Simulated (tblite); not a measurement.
# C3H8O2Si2: the cost of one run

Programs: tblite 0.8.0 and PySCF 2.14.0, with density-fitted response routines of our own. Each step states its level of theory. These are calculated values for one molecule in the gas phase, unless marked as measured. Atoms count from 0, in the outputs and in this text.

## 1. The starting structure

15 atoms, charge 0, multiplicity 1; geometry from: force field or distance geometry start.

Bonds of the start (Å): C0–C1 1.34, C1–C2 1.46, C2–O3 1.24, C2–O4 1.36, O4–Si5 1.67, Si5–Si6 2.31, C0–H7 1.09, C0–H8 1.08, C1–H9 1.10, Si5–H10 1.49, Si5–H11 1.49, Si6–H12 1.47, Si6–H13 1.49, Si6–H14 1.49.

## 2. Geometry optimisation with GFN2-xTB

What the job is given:

```
{"job": {"kind": "relax", "xc": "GFN2-xTB", "basis": "xTB"}, "charge": 0, "multiplicity": 1}
C      3.188100     0.876400     0.316400
C      2.155700     0.117800     0.717400
C      0.965300    -0.063600    -0.111900
O      0.791200     0.455900    -1.220200
O      0.092700    -0.860600     0.558900
Si    -1.381100    -1.321400    -0.071200
Si    -2.756100     0.484100    -0.510700
H      3.162200     1.399400    -0.635400
H      4.068000     1.002700     0.935000
H      2.182700    -0.401300     1.684900
H     -2.034500    -2.197500     0.939200
H     -1.168300    -2.165000    -1.275200
H     -2.259400     1.337400    -1.604800
H     -2.888700     1.327500     0.708200
H     -4.122300     0.016200    -0.877200
```

Command:

```sh
$ OMP_NUM_THREADS=1 python probes_run.py task.json out
```

This one command runs all jobs of the session in turn.

**Question.** How long does this first job take on 1 thread of Arm Neoverse V1, shared host, and how much memory does it need?

About 1.1 s, with a peak of 0.18 GiB.
